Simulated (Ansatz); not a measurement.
# GeP4: the cost of one run

Program: Ansatz 0.2.0. Level of theory: DFT PBE, scalar-relativistic, plane waves, PAW. These are calculated values, not measurements.

## 1. The starting structure

It takes space group P4/nbm (No. 125, tetragonal). Conventional cell: a = 6.010 Å, b = 6.010 Å, c = 5.432 Å, α = 90.00°, β = 90.00°, γ = 90.00°. Around Ge (site symmetry 422) lie 8 P at 2.61 Å. P (site symmetry m) is surrounded by 2 Ge at 2.61 Å.

Structure file:

```xyz
10
Lattice="6.0100 0.0000 0.0000 0.0000 6.0100 0.0000 0.0000 0.0000 5.4322" Properties=species:S:1:pos:R:3 pbc="T T T"
Ge    3.0050    3.0050    0.0000
Ge    0.0000    0.0000    0.0000
P     4.0498    4.9652    1.3677
P     4.9652    1.9602    1.3677
P     1.0448    1.9602    4.0645
P     4.9652    4.0498    4.0645
P     4.0498    1.0448    4.0645
P     1.9602    4.9652    4.0645
P     1.9602    1.0448    1.3677
P     1.0448    4.0498    1.3677
```

The cell is invented: species swapped into a database cell of PtPb4 (P4/nbm, No. 125), with Ge on the Pt sites and P on the Pb sites. The dimensions are guesses.

## 2. A first look at the guess

The input, input.yaml:

```yaml
crystal:
  lattice:
    - [6.01000538, 0.0, 0.0]
    - [0.0, 6.01000538, 0.0]
    - [0.0, 0.0, 5.4322349]
  atoms:
    - { symbol: Ge, position: [0.5, 0.5, 0.0] }
    - { symbol: Ge, position: [0.0, 0.0, 0.0] }
    - { symbol: P, position: [0.67385006, 0.82614994, 0.25177774] }
    - { symbol: P, position: [0.82614994, 0.32614994, 0.25177774] }
    - { symbol: P, position: [0.17385006, 0.32614994, 0.74822226] }
    - { symbol: P, position: [0.82614994, 0.67385006, 0.74822226] }
    - { symbol: P, position: [0.67385006, 0.17385006, 0.74822226] }
    - { symbol: P, position: [0.32614994, 0.82614994, 0.74822226] }
    - { symbol: P, position: [0.32614994, 0.17385006, 0.25177774] }
    - { symbol: P, position: [0.17385006, 0.67385006, 0.25177774] }
basis:
  ecutwfc: 420
kpoints:
  mp_grid: { grid: [4, 4, 4] }
hamiltonian:
  xc: pbe
scf:
  occupations: { method: gaussian, width: 0.1 }
  lower_state_search: "off"
output:
  forces: true
  stress: true
  eigenvalues: true
```

Run with:

```console
ansatz run input.yaml --threads 1 --pin off --max-ram 2560MiB --backend cpu --events-out ev --progress --plain --runs-dir out
```

Q: Estimate wall time and peak memory on 1 thread of Arm Neoverse V2, shared host.

About 8.7 s, with a peak of 0.46 GiB.
